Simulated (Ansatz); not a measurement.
# ClHOSn: one structure at several levels

A test off equilibrium: a structure displaced at random from a GFN2-xTB minimum is computed at several levels, and each is set against CCSD(T).

Computed with Ansatz 0.2.0, Gaussian basis. Level: single points in def2-TZVPP.

Correlated methods freeze the cores. Filled d shells of the heavier atoms are correlated. Core potentials replace the inner electrons past krypton, and spin-orbit coupling is left out.

**1. Where the work starts**

SMILES `[OH][Sn][Cl]`, 4 atoms, charge 0, spin multiplicity 1.

Atoms are counted from 1 here; the program's logs count them from 0.

Bond lengths: O1–Sn2 2.039 Å, O1–H4 0.934 Å, Sn2–Cl3 2.367 Å. Angles: Sn2–O1–H4 134.6°, O1–Sn2–Cl3 97.5°.

As a file:

```xyz
4
ClHOSn
O    -0.5175    0.5495   -0.6553
Sn   -0.2543   -0.6985    0.9355
Cl    2.1013   -0.8804    0.7987
H    -1.2587    0.9435   -1.0647
```

**2. CCSD(T)/def2-TZVPP**

The input, run/in.yaml:

```yaml
crystal:
  periodic: [false, false, false]
  atoms:
    - {symbol: O, position_ang: [-0.517500, 0.549500, -0.655300]}
    - {symbol: Sn, position_ang: [-0.254300, -0.698500, 0.935500]}
    - {symbol: Cl, position_ang: [2.101300, -0.880400, 0.798700]}
    - {symbol: H, position_ang: [-1.258700, 0.943500, -1.064700]}
basis:
  gaussian: {orbitals: def2-TZVPP}
correlation: {method: ccsd_t}
output: {forces: true}
```

The command line of these runs was not kept.

**3. PBE0-D4/def2-TZVPP**

Changes to run/in.yaml since step 2:

```diff
@@ -9,3 +9,3 @@
   gaussian: {orbitals: def2-TZVPP}
-correlation: {method: ccsd_t}
-output: {forces: true}
+hamiltonian: {xc: pbe0, dispersion: d4}
+output: {forces: true, orbitals: {seedname: orbitals}}
```

**4. wB97M-V/def2-TZVPP**

Changes to run/in.yaml since step 3:

```diff
@@ -9,3 +9,3 @@
   gaussian: {orbitals: def2-TZVPP}
-hamiltonian: {xc: pbe0, dispersion: d4}
-output: {forces: true, orbitals: {seedname: orbitals}}
+hamiltonian: {xc: {name: wB97M-V}}
+output: {forces: true}
```

**5. r2SCAN-D4/def2-TZVPP**

Changes to run/in.yaml since step 4:

```diff
@@ -9,3 +9,3 @@
   gaussian: {orbitals: def2-TZVPP}
-hamiltonian: {xc: {name: wB97M-V}}
+hamiltonian: {xc: r2scan, dispersion: d4}
 output: {forces: true}
```

**6. PBE-D4/def2-TZVPP**

Changes to run/in.yaml since step 5:

```diff
@@ -9,3 +9,3 @@
   gaussian: {orbitals: def2-TZVPP}
-hamiltonian: {xc: r2scan, dispersion: d4}
+hamiltonian: {xc: pbe, dispersion: d4}
 output: {forces: true}
```

**7. BLYP-D4/def2-TZVPP**

Changes to run/in.yaml since step 6:

```diff
@@ -9,3 +9,3 @@
   gaussian: {orbitals: def2-TZVPP}
-hamiltonian: {xc: pbe, dispersion: d4}
+hamiltonian: {xc: {name: BLYP}, dispersion: d4}
 output: {forces: true}
```

**8. r2SCANh-D4/def2-TZVPP**

Changes to run/in.yaml since step 7:

```diff
@@ -9,3 +9,3 @@
   gaussian: {orbitals: def2-TZVPP}
-hamiltonian: {xc: {name: BLYP}, dispersion: d4}
+hamiltonian: {xc: {name: r2SCANh}, dispersion: d4}
 output: {forces: true}
```

(Steps that only read results are left out.)

**Question.** What will these runs give? Wanted: energy less free atoms, CCSD(T)/def2-TZVPP; RMS force component; RMS force error; HOMO and LUMO, PBE0-D4; T1 diagnostic.

The runs gave:

```
                                  quantity                                                                                              value
energy less free atoms, CCSD(T)/def2-TZVPP                                                                                     -1171.4 kJ/mol
                       RMS force component                                                               0.917 to 0.997 eV/Å over the methods
                           RMS force error  PBE0-D4 0.065, wB97M-V 0.048, r2SCAN-D4 0.087, PBE-D4 0.297, BLYP-D4 0.435, r2SCANh-D4 0.057 eV/Å
                    HOMO and LUMO, PBE0-D4                                                                                 -7.59 and -2.60 eV
                             T1 diagnostic                                                                                              0.017
```

Against CCSD(T) the functionals' energies less atoms differ by -91.1 to -30.1 kJ/mol, PBE-D4 by -91.1 kJ/mol. CCSD(T) in triple zeta still lacks some correlation energy of the bonds, so part of these gaps is its own basis error and they don't rank the functionals. On forces the order runs from wB97M-V to BLYP-D4. Frozen-core CCSD(T) forces in triple zeta carry basis errors of their own, and this is one geometry, so small gaps rank nothing.
